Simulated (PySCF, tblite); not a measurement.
# Si17H22O: electronic excitations, NMR shifts

What do calculations give for the electronic excitations, NMR shifts of Si17H22O?

Computed with tblite 0.8.0 and PySCF 2.14.0 and routines of our own; the level stands in each step. Atoms count from 0.

### Step 1. The system as given

40 atoms, charge 0, multiplicity 1; geometry from: force field, distance geometry or constructed start.

### Step 2. Geometry optimisation with GFN2-xTB

What the job is given:

```
{"job": {"kind": "relax", "xc": "GFN2-xTB", "basis": "xTB"}, "charge": 0, "multiplicity": 1}
Si    -1.295500    -2.605200    -2.605000
Si    -1.313100     0.002600    -0.006900
Si    -2.577700    -1.306600    -1.303300
Si    -1.301100     2.607800     2.597200
Si    -2.583900     1.303100     1.307700
Si     1.287000    -0.018400    -2.600800
Si    -0.020000    -1.292700    -3.898500
Si     1.293700     0.020600     2.599700
Si     1.293000    -2.600300    -0.018300
Si     2.558000    -1.118700    -1.116300
Si    -0.022200    -3.896400    -1.296500
Si     0.021100    -1.280500     1.278500
Si    -0.023500     1.295100     3.900200
Si     1.292500     2.597600     0.015200
Si     2.558600     1.123000     1.118100
Si     0.021700     1.279100    -1.272200
Si    -0.019700     3.897100     1.295300
O      3.361100    -0.003400    -0.001000
H     -2.127200    -3.424200    -3.423500
H     -3.455400    -0.508300    -2.099200
H     -3.460500    -2.098100    -0.507700
H     -2.127500     3.427500     3.425800
H     -3.454800     0.513800     2.108500
H     -3.462400     2.097600     0.507700
H      2.103700     0.804400    -3.436700
H     -0.831800    -0.485300    -4.746400
H      0.768100    -2.078300    -4.787800
H      2.102600    -0.801200     3.438800
H      2.103800    -3.437200     0.799800
H      3.484300    -1.884600    -1.881600
H     -0.822100    -4.748300    -0.485500
H      0.765500    -4.785800    -2.080400
H     -0.798500    -2.104400     2.102600
H     -0.823600     0.483100     4.752600
H      0.768600     2.082400     4.783800
H      2.103700     3.439800    -0.804700
H      3.482400     1.885100     1.880900
H     -0.796600     2.107000    -2.107100
H     -0.824600     4.745000     0.484300
H      0.762600     4.790500     2.081800
```

The run is started by

```console
$ OMP_NUM_THREADS=2 python large_run.py task.json out
```

This one command runs all jobs of the session in turn.

Log:

```text
step      E/eV     max force
  0   -1208.69587    2.661
  1   -1209.25003    1.585
  2   -1210.10656    3.067
  3   -1210.39508    2.006
  4   -1210.93387    0.809
  5   -1211.00923    0.668
  6   -1211.10696    0.555
  7   -1211.17746    0.643
  8   -1211.26455    0.771
  9   -1211.33717    0.772
 10   -1211.39722    0.614
 11   -1211.44770    0.527
 12   -1211.49364    0.460
 13   -1211.52368    0.289
 14   -1211.54161    0.253
 15   -1211.55677    0.274
 16   -1211.57229    0.250
 17   -1211.58464    0.258
 18   -1211.59621    0.247
 19   -1211.60595    0.174
 20   -1211.61114    0.100
 21   -1211.61385    0.093
 22   -1211.61613    0.074
 23   -1211.61831    0.073
 24   -1211.62037    0.072
 25   -1211.62228    0.093
 26   -1211.62417    0.094
 27   -1211.62611    0.077
 28   -1211.62792    0.066
 29   -1211.62938    0.088
 30   -1211.63051    0.090
 31   -1211.63145    0.066
 32   -1211.63234    0.053
 33   -1211.63337    0.067
 34   -1211.63466    0.081
 35   -1211.63605    0.082
 36   -1211.63709    0.058
 37   -1211.63760    0.031
 38   -1211.63787    0.036
 39   -1211.63814    0.036
 40   -1211.63854    0.045
 41   -1211.63913    0.065
 42   -1211.63991    0.071
 43   -1211.64074    0.057
 44   -1211.64142    0.046
 45   -1211.64187    0.042
 46   -1211.64219    0.033
 47   -1211.64247    0.031
 48   -1211.64275    0.030
 49   -1211.64306    0.035
 50   -1211.64345    0.043
 51   -1211.64396    0.058
 52   -1211.64458    0.063
 53   -1211.64517    0.054
 54   -1211.64557    0.035
 55   -1211.64576    0.023
 56   -1211.64587    0.020
```

Run time: 7.1 s. Hardware: 2 threads of Arm Neoverse N1, shared host; peak memory 0.16 GiB.

Step by step:

```csv
step,energy from step 0 (eV),largest force (eV/Å)
0,0.0000,2.6601
1,-0.5542,1.5850
2,-1.4107,3.0669
3,-1.6992,2.0059
4,-2.2380,0.8086
5,-2.3134,0.6679
6,-2.4111,0.5553
7,-2.4816,0.6426
8,-2.5687,0.7716
12,-2.7978,0.4603
16,-2.8764,0.2500
20,-2.9153,0.1001
24,-2.9245,0.0714
28,-2.9320,0.0661
32,-2.9365,0.0534
36,-2.9412,0.0579
40,-2.9427,0.0453
44,-2.9455,0.0463
48,-2.9469,0.0301
52,-2.9487,0.0635
53,-2.9493,0.0538
54,-2.9497,0.0349
55,-2.9499,0.0237
56,-2.9500,0.0191
```

Distances of close pairs at the start and the end, largest changes first:

| bond | before (Å) | after (Å) | change (Å) |
| --- | --- | --- | --- |
| Si1–Si15 | 2.239 | 2.403 | +0.164 |
| Si1–Si11 | 2.254 | 2.404 | +0.150 |
| Si14–O17 | 1.779 | 1.642 | -0.138 |
| Si9–O17 | 1.770 | 1.641 | -0.128 |
| Si1–Si2 | 2.235 | 2.356 | +0.122 |
| Si13–Si15 | 2.238 | 2.355 | +0.116 |
| Si1–Si4 | 2.244 | 2.356 | +0.112 |
| Si8–Si11 | 2.245 | 2.355 | +0.110 |

The final coordinates are the input of the step that follows.

### Step 3. Electronic excitations: TDA PBE0/6-31G*

What the job is given:

```
{"job": {"kind": "uv", "basis": "6-31G*", "grid": 1, "kgrid": 0, "vcut": 1.5, "nstates": 6, "ntriplets": 2, "tda": true, "delta": [], "pop": true, "xc": "PBE0"}, "charge": 0, "multiplicity": 1}
Si    -1.312372    -2.771446    -2.771523
Si    -1.471800     0.000757     0.000187
Si    -2.686681    -1.427254    -1.427363
Si    -1.312399     2.772091     2.771749
Si    -2.686364     1.427575     1.428586
Si     1.298115     0.014178    -2.729753
Si     0.037253    -1.395538    -4.093870
Si     1.298662    -0.012461     2.729661
Si     1.298622    -2.728957     0.013626
Si     2.565630    -1.138371    -1.139407
Si     0.038326    -4.093146    -1.395982
Si    -0.063768    -1.376757     1.377894
Si     0.038413     1.397338     4.093622
Si     1.297963     2.730255    -0.013961
Si     2.565223     1.140220     1.139116
Si    -0.064698     1.377795    -1.377390
Si     0.037139     4.094234     1.395483
O      2.879451     0.000827    -0.000017
H     -2.149137    -3.632546    -3.632329
H     -3.600416    -0.621794    -2.252549
H     -3.600577    -2.252476    -0.622164
H     -2.148974     3.633264     3.632363
H     -3.599254     0.621761     2.254027
H     -3.601416     2.251526     0.623673
H      2.163831     0.862207    -3.580254
H     -0.771365    -0.580470    -5.009069
H      0.865775    -2.191131    -5.012479
H      2.164423    -0.860505     3.579730
H      2.164557    -3.579200     0.861574
H      3.924171    -1.531613    -1.532642
H     -0.769695    -5.009175    -0.581439
H      0.867150    -5.010739    -2.192296
H     -0.977327    -2.200932     2.201733
H     -0.769187     0.582998     5.010126
H      0.867417     2.193724     5.010892
H      2.163669     3.580355    -0.862207
H      3.923793     1.533280     1.531830
H     -0.978209     2.201543    -2.201456
H     -0.771302     5.009513     0.580407
H      0.865657     5.012887     2.190960
```

Method: TDA PBE0/6-31G*, vertical, gas phase, core orbitals frozen in the response, virtual orbitals cut by energy.

Log:

```text
start: PBE on a coarse grid of 39993 points
cycle   1  E = -5007.3622348245  dE =  1.408e+00  |g| = 8.799e-01  |ddm| = 6.362e+00
cycle   2  E = -5005.4565091217  dE =  1.906e+00  |g| = 2.890e+00  |ddm| = 8.406e+00
cycle   3  E = -5007.4983330497  dE = -2.042e+00  |g| = 2.256e-01  |ddm| = 7.867e+00
cycle   4  E = -5007.4890837318  dE =  9.249e-03  |g| = 2.720e-01  |ddm| = 1.291e+00
cycle   5  E = -5007.5218585051  dE = -3.277e-02  |g| = 5.121e-02  |ddm| = 6.997e-01
cycle   6  E = -5007.5227286875  dE = -8.702e-04  |g| = 1.867e-02  |ddm| = 1.485e-01
cycle   7  E = -5007.5228575884  dE = -1.289e-04  |g| = 5.006e-03  |ddm| = 4.581e-02
final grid: 155435 points
cycle   8  E = -5007.6717447283  dE = -1.192e-02  |g| = 5.199e-02  |ddm| = 5.518e-01
cycle   9  E = -5007.6706804472  dE =  1.064e-03  |g| = 8.512e-02  |ddm| = 2.733e-01
cycle  10  E = -5007.6724755195  dE = -1.795e-03  |g| = 5.278e-03  |ddm| = 1.643e-01
cycle  11  E = -5007.6724836241  dE = -8.105e-06  |g| = 3.757e-03  |ddm| = 1.369e-02
cycle  12  E = -5007.6724825942  dE =  1.030e-06  |g| = 7.515e-04  |ddm| = 9.167e-03
cycle  13  E = -5007.6724846846  dE = -2.090e-06  |g| = 2.890e-04  |ddm| = 1.982e-03
cycle  14  E = -5007.6724845455  dE =  1.391e-07  |g| = 6.291e-05  |ddm| = 6.808e-04
converged SCF energy = -5007.6724845455

Static polarisability (au): isotropic 448.334, principal 398.100 400.341 546.562

Singlet excitations
state   eV       nm        f      main configurations
  1   4.4191    280.6   0.00016   H->L 0.90, H->L+1 0.08
  2   4.6765    265.1   0.00886   H->L+1 0.86, H->L 0.09
  3   4.9440    250.8   0.01011   H-1->L 0.93
  4   4.9814    248.9   0.00030   H-2->L 0.97
  5   5.0708    244.5   0.00000   H-3->L 0.86
  6   5.1469    240.9   0.00727   H-2->L+1 0.50, H-1->L+1 0.31, H-5->L 0.14

Triplet excitations (Tamm-Dancoff, eV): 4.1555 4.4314
```

Wall time 1.8 min (2 threads of Arm Neoverse N1, shared host); peak memory 1.6 GiB.

Frontier orbitals and where they lie:

```
orbital     eV                           atoms
 HOMO−4  -7.60  Si1 29 %, Si11 18 %, Si15 18 %
 HOMO−3  -7.49  Si11 11 %, Si15 11 %, Si7 10 %
 HOMO−2  -7.35    Si1 16 %, Si11 8 %, Si15 8 %
 HOMO−1  -7.30    Si1 12 %, Si2 11 %, Si4 11 %
   HOMO  -6.89    O17 19 %, Si8 11 %, Si5 11 %
   LUMO  -1.52     Si11 8 %, Si15 8 %, Si1 8 %
 LUMO+1  -1.28    Si14 13 %, Si9 13 %, Si1 7 %
 LUMO+2  -0.83    Si1 14 %, Si2 11 %, Si13 8 %
 LUMO+3  -0.83      Si1 9 %, Si4 9 %, Si15 7 %
```

With each of the 6 states as a Gaussian band of 0.4 eV half-width at 1/e, the curve within the window shown has maxima at 253 nm (ε 880) L/(mol cm). Beyond the last state computed it falls off for lack of states. The curve at chosen wavelengths:

nm, ε (L/mol/cm) and a bar:
```
      228        264 #########
      232        396 #############
      236        538 ##################
      240        673 #######################
      244        783 ###########################
      247        840 #############################
      251        879 ##############################
      255        875 ##############################
      259        832 ############################
      263        761 ##########################
      267        670 #######################
      271        569 ###################
      275        467 ################
      278        395 #############
      282        307 ##########
      286        232 ########
      290        170 ######
      294        122 ####
      298         85 ###
      302         58 ##
      306         39 #
      309         28 #
      313         18 
      317         12 
      321          7 
      325          4
```

Ground-state properties from the same run:

| property | computed |
| --- | --- |
| dipole moment (D) | 0.20 |
| polarisability (Å³) | 66.44 |
| HOMO–LUMO gap (eV) | 5.37 |
| −ε(HOMO) (eV) | 6.89 |

### Step 4. NMR shifts: GIAO KT3/pcSseg-1

The job, as its differences from that of step 3:

```diff
@@ -1,2 +1,2 @@
-{"job": {"kind": "uv", "basis": "6-31G*", "grid": 1, "kgrid": 0, "vcut": 1.5, "nstates": 6, "ntriplets": 2, "tda": true, "delta": [], "pop": true, "xc": "PBE0"}, "charge": 0, "multiplicity": 1}
+{"job": {"kind": "nmr", "xc": "KT3", "basis": "pcSseg-1", "pop": false}, "charge": 0, "multiplicity": 1}
 Si    -1.312372    -2.771446    -2.771523
```

With the program's defaults for keys left out, this is: GIAO KT3/pcSseg-1 NMR shielding, non-relativistic, gas phase.

Log:

```text
start: PBE on a coarse grid of 39993 points
cycle   1  E = -5007.0366563148  dE =  1.323e+00  |g| = 9.577e-01  |ddm| = 6.707e+00
cycle   2  E = -5005.0794959239  dE =  1.957e+00  |g| = 2.955e+00  |ddm| = 8.901e+00
cycle   3  E = -5007.1729819102  dE = -2.093e+00  |g| = 2.998e-01  |ddm| = 8.543e+00
cycle   4  E = -5007.1705050344  dE =  2.477e-03  |g| = 3.005e-01  |ddm| = 1.466e+00
cycle   5  E = -5007.2065263178  dE = -3.602e-02  |g| = 7.742e-02  |ddm| = 8.398e-01
cycle   6  E = -5007.2083290515  dE = -1.803e-03  |g| = 2.949e-02  |ddm| = 2.278e-01
cycle   7  E = -5007.2086148420  dE = -2.858e-04  |g| = 7.554e-03  |ddm| = 7.088e-02
final grid: 301723 points
cycle   8  E = -5050.3846663939  dE = -9.080e-02  |g| = 5.116e-01  |ddm| = 1.335e+00
cycle   9  E = -5050.3760899349  dE =  8.576e-03  |g| = 3.983e-01  |ddm| = 1.045e+00
cycle  10  E = -5050.3805651812  dE = -4.475e-03  |g| = 3.166e-01  |ddm| = 1.079e+00
cycle  11  E = -5050.4010345316  dE = -2.047e-02  |g| = 1.549e-02  |ddm| = 4.819e-01
cycle  12  E = -5050.4010834365  dE = -4.890e-05  |g| = 1.018e-02  |ddm| = 5.693e-02
cycle  13  E = -5050.4011260984  dE = -4.266e-05  |g| = 2.724e-03  |ddm| = 2.855e-02
cycle  14  E = -5050.4011238830  dE =  2.215e-06  |g| = 8.936e-04  |ddm| = 7.285e-03
cycle  15  E = -5050.4011274433  dE = -3.560e-06  |g| = 2.717e-04  |ddm| = 2.859e-03
cycle  16  E = -5050.4011277257  dE = -2.823e-07  |g| = 9.319e-05  |ddm| = 7.120e-04
converged SCF energy = -5050.4011277257

GIAO shielding tensors (ppm)
atom      isotropic    diamagn.    paramagn.     s11        s22        s33       span
  0 Si     482.889     883.097    -400.208    469.152    485.143    494.373     25.221
  1 Si     481.083     882.249    -401.166    459.973    486.285    496.992     37.019
  2 Si     455.988     882.247    -426.259    435.684    448.577    483.702     48.018
  3 Si     483.002     883.097    -400.096    469.271    485.234    494.499     25.228
  4 Si     456.097     882.252    -426.154    435.847    448.618    483.827     47.980
  5 Si     473.718     883.594    -409.876    464.293    476.020    480.840     16.548
  6 Si     468.809     882.723    -413.913    449.710    465.084    491.634     41.924
  7 Si     473.786     883.597    -409.811    464.429    476.196    480.733     16.304
  8 Si     473.718     883.594    -409.876    464.349    476.096    480.711     16.362
  9 Si     368.901     881.375    -512.474    301.189    350.656    454.860    153.671
 10 Si     468.850     882.723    -413.873    449.797    465.089    491.666     41.869
 11 Si     454.153     882.595    -428.442    430.616    449.765    482.077     51.461
 12 Si     468.892     882.723    -413.831    449.801    465.166    491.709     41.908
 13 Si     473.762     883.595    -409.833    464.417    476.075    480.793     16.376
 14 Si     368.880     881.374    -512.495    301.127    350.649    454.863    153.735
 15 Si     454.233     882.596    -428.362    430.640    449.884    482.176     51.536
 16 Si     468.853     882.722    -413.870    449.738    465.134    491.687     41.948
 17 O      292.269     407.665    -115.397    128.627    355.887    392.292    263.665
 18 H       27.921      29.860      -1.940     23.859     23.913     35.990     12.132
 19 H       27.756      30.464      -2.708     23.694     25.681     33.892     10.198
 20 H       27.756      30.464      -2.708     23.693     25.682     33.894     10.200
 21 H       27.924      29.860      -1.936     23.860     23.914     35.997     12.137
 22 H       27.760      30.467      -2.708     23.698     25.685     33.896     10.198
 23 H       27.759      30.466      -2.707     23.694     25.684     33.899     10.205
 24 H       27.590      31.327      -3.737     22.869     25.382     34.518     11.650
 25 H       27.920      30.277      -2.357     24.521     25.066     34.173      9.652
 26 H       28.062      30.044      -1.982     24.274     24.833     35.081     10.807
 27 H       27.592      31.330      -3.737     22.869     25.384     34.523     11.654
 28 H       27.590      31.327      -3.737     22.868     25.383     34.519     11.651
 29 H       25.292      28.676      -3.384     21.142     23.903     30.833      9.691
 30 H       27.922      30.277      -2.355     24.522     25.066     34.178      9.656
 31 H       28.064      30.044      -1.980     24.276     24.836     35.081     10.805
 32 H       27.330      32.450      -5.120     23.730     25.254     33.006      9.276
 33 H       27.923      30.276      -2.353     24.523     25.066     34.181      9.659
 34 H       28.065      30.044      -1.979     24.277     24.836     35.083     10.806
 35 H       27.591      31.329      -3.738     22.869     25.383     34.522     11.652
 36 H       25.294      28.677      -3.383     21.141     23.905     30.835      9.694
 37 H       27.332      32.451      -5.120     23.731     25.255     33.010      9.279
 38 H       27.922      30.276      -2.355     24.521     25.067     34.176      9.655
 39 H       28.064      30.044      -1.980     24.275     24.835     35.082     10.807
```

It took 60 s on 2 threads of Arm Neoverse N1, shared host; peak memory 1.1 GiB.

Shifts follow as δ = σ(reference) − σ, with reference shieldings (ppm) from runs at the same level and on the same kind of geometry: ¹H TMS 31.76, ²⁹Si TMS 361.7, ¹⁷O H2O 330.8. The references are single molecules in the gas phase, so shifts against H2O, NH3, PH3, H3PO4 or CFCl3 are not on the usual liquid scales and can be off by tens of ppm. Atoms listed in one row are averaged.

```
                atoms                              environment  σ (ppm)  δ (ppm)
             H29, H36  hydrogen on a silicon bonded to O, 2 Si    25.29     6.47
             H32, H37     hydrogen on a silicon bonded to 3 Si    27.33     4.43
   H24, H27, H28, H35     hydrogen on a silicon bonded to 3 Si    27.59     4.17
   H19, H20, H22, H23     hydrogen on a silicon bonded to 2 Si    27.76     4.00
   H25, H30, H33, H38     hydrogen on a silicon bonded to 2 Si    27.92     3.84
             H18, H21     hydrogen on a silicon bonded to 3 Si    27.92     3.84
   H26, H31, H34, H39     hydrogen on a silicon bonded to 2 Si    28.06     3.70
            Si9, Si14             silicon bonded to O, 2 Si, H    368.9     -7.2
           Si11, Si15                silicon bonded to 3 Si, H    454.2    -92.5
             Si2, Si4              silicon bonded to 2 Si, 2 H    456.0    -94.4
Si6, Si10, Si12, Si16              silicon bonded to 2 Si, 2 H    468.9   -107.2
  Si5, Si7, Si8, Si13                silicon bonded to 3 Si, H    473.7   -112.1
                  Si1                   silicon bonded to 4 Si    481.1   -119.4
             Si0, Si3                silicon bonded to 3 Si, H    482.9   -121.3
                  O17                    oxygen bonded to 2 Si    292.3     38.5
```

Ring of atoms Si0, Si1, Si2, Si5, Si6, Si15: NICS(0) -1.9, NICS(1) -1.5, NICS(1)zz 3.2 ppm (means of both faces).

Ring of atoms Si0, Si5, Si6, Si8, Si9, Si10: NICS(0) -1.9, NICS(1) -1.9, NICS(1)zz 0.7 ppm (means of both faces).

Ring of atoms Si1, Si7, Si11, Si13, Si14, Si15: NICS(0) -1.7, NICS(1) -1.7, NICS(1)zz -1.4 ppm (means of both faces).

### Step 5. What came out

| quantity | value |
| --- | --- |
| lowest singlet (PBE0/6-31G*) | 4.42 eV (281 nm), f = 0.000 |
| brightest single state of those computed | state 3, 4.94 eV, f = 0.010 |
| lowest triplet | 4.16 eV |
| ¹H shifts against TMS (KT3/pcSseg-1, means over atoms taken as alike) | 6.47, 4.43, 4.17, 4.00, 3.84, 3.84, 3.70 ppm |
| ²⁹Si shifts against TMS (KT3/pcSseg-1, means over atoms taken as alike) | -7.2, -92.5, -94.4, -107.2, -112.1, -119.4, -121.3 ppm |
| ¹⁷O shifts against H2O (KT3/pcSseg-1) | 38.5 ppm |

The first singlet state (HOMO→LUMO 0.90, HOMO→LUMO+1 0.08) lies at 4.42 eV and is dark; of the 6 states computed, the strongest absorption comes from state 3 at 4.94 eV. The lowest triplet lies 0.26 eV below the lowest singlet. At KT3/pcSseg-1: The widest tensor belongs to O17: span 264 ppm, with a paramagnetic part of -115 ppm.
